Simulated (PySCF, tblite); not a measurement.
**C3H10O2Si2: geometry, infrared bands and NMR shifts**

Aim: predict the infrared bands and NMR shifts of C3H10O2Si2 (`C=C(C[SiH3])O[SiH2]O`).

The runs use tblite 0.8.0 and PySCF 2.14.0, with density-fitted response routines of our own; the level of theory stands in each step. All values are computed, except where a source is named. Atoms count from 0, in the outputs and in this text.

**1. Starting geometry**

17 atoms, charge 0, multiplicity 1; geometry from: force field or distance geometry start.

Bonds of the start (Å): C0–C1 1.34, C1–C2 1.47, C2–Si3 1.87, C1–O4 1.40, O4–Si5 1.76, Si5–O6 1.72, C0–H7 1.09, C0–H8 1.08, C2–H9 1.11, C2–H10 1.12, Si3–H11 1.47, Si3–H12 1.50, Si3–H13 1.46, Si5–H14 1.47, Si5–H15 1.47, O6–H16 0.98.

**2. Geometry optimisation with GFN2-xTB**

What the job is given:

```
{"job": {"kind": "relax", "xc": "GFN2-xTB", "basis": "xTB"}, "charge": 0, "multiplicity": 1}
C      0.460600    -1.060800     1.311800
C     -0.055500    -0.236400     0.387900
C     -1.253900     0.568300     0.648000
Si    -2.668800     0.241200    -0.522400
O      0.625700    -0.179600    -0.828700
Si     2.238800     0.511800    -0.855900
O      3.351700    -0.731700    -0.453200
H     -0.021000    -1.143400     2.286200
H      1.346300    -1.663100     1.144900
H     -0.978700     1.639000     0.540900
H     -1.620900     0.348200     1.688000
H     -2.862000    -1.175000    -0.845100
H     -3.919300     0.696300     0.171700
H     -2.508300     1.084800    -1.700400
H      2.337600     1.652400     0.065600
H      2.522800     1.020600    -2.204900
H      2.998000    -1.560500    -0.844200
```

Started as:

```bash
$ OMP_NUM_THREADS=1 python probes_run.py task.json out
```

One launch serves the whole session: the jobs run in the order shown.

**Question.** This job is followed by: GFN2-xTB harmonic vibrations, gas phase; GIAO PBE0/pcSseg-1 NMR shielding, non-relativistic, gas phase. What will the session give for the following? strongest single infrared mode (GFN2-xTB); zero-point energy (GFN2-xTB); 13C shifts against TMS (PBE0/pcSseg-1); 1H shifts against TMS (PBE0/pcSseg-1, means over atoms taken as alike); 29Si shifts against TMS (PBE0/pcSseg-1); 17O shifts against H2O (PBE0/pcSseg-1).

The runs gave:

| quantity | value |
| --- | --- |
| strongest single infrared mode (GFN2-xTB) | 791 cm⁻¹, 478 km/mol |
| zero-point energy (GFN2-xTB) | 73.7 kcal/mol |
| 13C shifts against TMS (PBE0/pcSseg-1) | 166.0, 91.6, 22.6 ppm |
| 1H shifts against TMS (PBE0/pcSseg-1, means over atoms taken as alike) | 4.82, 4.41, 4.36, 3.98, 1.96, 1.85 ppm |
| 29Si shifts against TMS (PBE0/pcSseg-1) | -41.0, -68.2 ppm |
| 17O shifts against H2O (PBE0/pcSseg-1) | 154.7, 50.5 ppm |

In words: The optimisation took 173 steps and gained 0.788 eV; among the close pairs (by a distance rule), O4–Si5 changed most, from 1.755 to 1.628 Å. All 45 modes are real, so the xTB geometry is a minimum. GFN2-xTB is a fitted tight-binding method: band positions and strengths are rough. Its intensities can rank the bands wrongly. C1 (alkene carbon bearing oxygen) lies farthest downfield among carbon, at 166.0 ppm; an sp2 carbon further deshielded by the attached heteroatom. At PBE0/pcSseg-1: The widest tensor belongs to C1: span 197 ppm, with a paramagnetic part of -234 ppm.
